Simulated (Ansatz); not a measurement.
# GeAsH3 (triplet): wave-function methods side by side, cc-pVTZ

An exercise on one series of results from a longer session: the logs are not shown, and one member is left open.

Method: cc-pVTZ, core rule «outside noble gas», up to 28 orbitals frozen; program: Ansatz 0.2.0, Gaussian basis.

The runs, in order: UHF; CCSD(T) on ROHF; CCSD(T) on UHF; BCCD(T) on ROHF; CCSDT(Q) on ROHF; CCSDT(Q) on UHF; CASSCF and NEVPT2, 12 electrons in 11 orbitals.

9 further runs of the same task are left out: 1 for a known fault of the program, 3 that didn't finish, 5 set aside as unsound or not needed. Runs told in other sessions of the task aren't counted.

### The geometry

The geometry is a PBE0/def2-TZVP stationary point (not a proven minimum). No spin-orbit coupling is included. The filled d shell of Ge, As may be among the frozen orbitals whatever the setting's name suggests.

5 atoms, charge 0, spin multiplicity 3.

Atoms are counted from 1 here; the program's logs count them from 0.

Bond lengths: Ge1–As2 2.417 Å, Ge1–H3 1.540 Å, Ge1–H4 1.540 Å, Ge1–H5 1.540 Å. Angles: As2–Ge1–H3 110.3°, As2–Ge1–H4 110.3°, As2–Ge1–H5 110.3°, H3–Ge1–H4 108.7°, H3–Ge1–H5 108.7°, H4–Ge1–H5 108.7°.

The first run:

in.yaml reads:

```yaml
crystal:
  periodic: [false, false, false]
  atoms:
    - {symbol: Ge, position_ang: [-1.191943, -0.008234, 0.002120]}
    - {symbol: As, position_ang: [1.225257, 0.008464, -0.002179]}
    - {symbol: H, position_ang: [-1.734783, 1.432476, 0.005020]}
    - {symbol: H, position_ang: [-1.717585, -0.735786, 1.252999]}
    - {symbol: H, position_ang: [-1.722058, -0.732435, -1.248816]}
basis:
  gaussian: {orbitals: cc-pVTZ}
magnetization: {spin_polarized: true, initial_magnetization: 2}
hamiltonian: {xc: hf}
output: {orbitals: {seedname: orbitals}}
```

Started as:

```bash
$ ansatz run in.yaml --threads 1 --pin off --events-out ev --progress --plain --max-ram 4096MiB --backend cpu
```

Among the steps run: UHF; CCSD(T) on ROHF; CCSD(T) on UHF; BCCD(T) on ROHF; CCSDT(Q) on ROHF; CCSDT(Q) on UHF; CASSCF and NEVPT2, 12 electrons in 11 orbitals.

One of the session's tables, all rows but one given; the rest of the session is left out.

```
        method  from UCCSDT(Q) (kcal/mol)
          ROHF                    +166.91
           UHF                    +163.26
          RMP2                     +30.44
          UMP2                     +30.94
         RCCSD                      +6.83
         UCCSD                          ?
      RCCSD(T)                      +1.27
      UCCSD(T)                      +1.06
       BCCD(T)                      +1.24
        RCCSDT                      +0.44
        UCCSDT                      +0.22
     RCCSDT(Q)                      +0.22
     UCCSDT(Q)                          0
CASSCF valence                    +127.17
NEVPT2 valence                     +32.31
```

Q: Estimate the row for UCCSD from the others.

As computed: from UCCSDT(Q) (kcal/mol): +6.50. In the column «from UCCSDT(Q) (kcal/mol)» it lies between RCCSD(T) (+1.27) and RCCSD (+6.83).

With the free atoms at the same levels and basis (separate runs), the atomisation energy is 10.821 eV at UCCSDT(Q), 10.828 eV at RCCSD(T), 10.807 eV at UCCSD(T), 7.982 eV at ROHF.

To keep in mind: Restricted and unrestricted rows rest on different reference determinants; a gap between their highest levels can come from leftover correlation error, from unlike frozen cores or from another state.
